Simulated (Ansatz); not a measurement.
**Br₃HOTi: how energies converge with the basis set**

One table from this session's results is given with a row withheld; the runs are named, their logs left out.

Method: one geometry, several basis sets; program: Ansatz 0.2.0, Gaussian basis.

Levels to be run: PBE0-D4/def2-SVP; ωB97M-V/def2-SVP; PBE0-D4/def2-QZVPP; ωB97M-V/def2-QZVPP; the functionals' def2-TZVPP values are taken from earlier runs.

## Structure used throughout

All runs share one geometry, relaxed beforehand with PBE0-D4 in a triple-zeta def2 set.

6 atoms, charge 0, spin multiplicity 1.

Atoms are counted from 1 here; the program's logs count them from 0.

Bond lengths: O1–Ti2 1.741 Å, O1–H6 0.958 Å, Ti2–Br3 2.334 Å, Ti2–Br4 2.333 Å, Ti2–Br5 2.333 Å. Angles: Ti2–O1–H6 149.5°, O1–Ti2–Br3 109.7°, O1–Ti2–Br4 109.1°, O1–Ti2–Br5 109.1°, Br3–Ti2–Br4 110.2°, Br3–Ti2–Br5 110.2°, Br4–Ti2–Br5 108.6°.

Set-up of the first run:

Input file in.yaml:

```yaml
crystal:
  periodic: [false, false, false]
  atoms:
    - {symbol: O, position_ang: [-0.645070, 0.430747, 1.163552]}
    - {symbol: Ti, position_ang: [0.229785, -0.170180, -0.216211]}
    - {symbol: Br, position_ang: [1.987518, -1.529167, 0.499374]}
    - {symbol: Br, position_ang: [-1.226345, -1.387477, -1.572847]}
    - {symbol: Br, position_ang: [1.056757, 1.634761, -1.441283]}
    - {symbol: H, position_ang: [-1.360547, 0.957315, 1.521214]}
basis:
  gaussian: {orbitals: def2-SVP}
hamiltonian: {xc: pbe0, dispersion: d4}
output: {orbitals: {seedname: orbitals}}
```

Launch:

```bash
> ansatz run in.yaml --threads 4 --pin off --events-out ev --progress --plain --max-ram 11315MiB
```

Among the steps run: PBE0-D4 in def2-SVP; ωB97M-V in def2-SVP; PBE0-D4 in def2-QZVPP; ωB97M-V in def2-QZVPP.

One of the session's tables, all rows but one given; the rest of the session is left out.

It belongs to the step «Density functionals: the series». 

| functional | basis | HOMO (eV) | LUMO (eV) |
| --- | --- | --- | --- |
| PBE0-D4 | def2-SVP | -8.36 | -3.34 |
| PBE0-D4 | def2-TZVPP | -8.46 | -3.31 |
| PBE0-D4 | def2-QZVPP | -8.48 | -3.32 |
| ωB97M-V | def2-SVP | -10.40 | -1.27 |
| ωB97M-V | def2-TZVPP | ? | ? |
| ωB97M-V | def2-QZVPP | -10.56 | -1.30 |

Q: Estimate the row for ωB97M-V, def2-TZVPP from the others.

**Answer.** HOMO (eV): -10.55; LUMO (eV): -1.28. In the column «HOMO (eV)» it lies between ωB97M-V, def2-QZVPP (-10.56) and ωB97M-V, def2-SVP (-10.40).
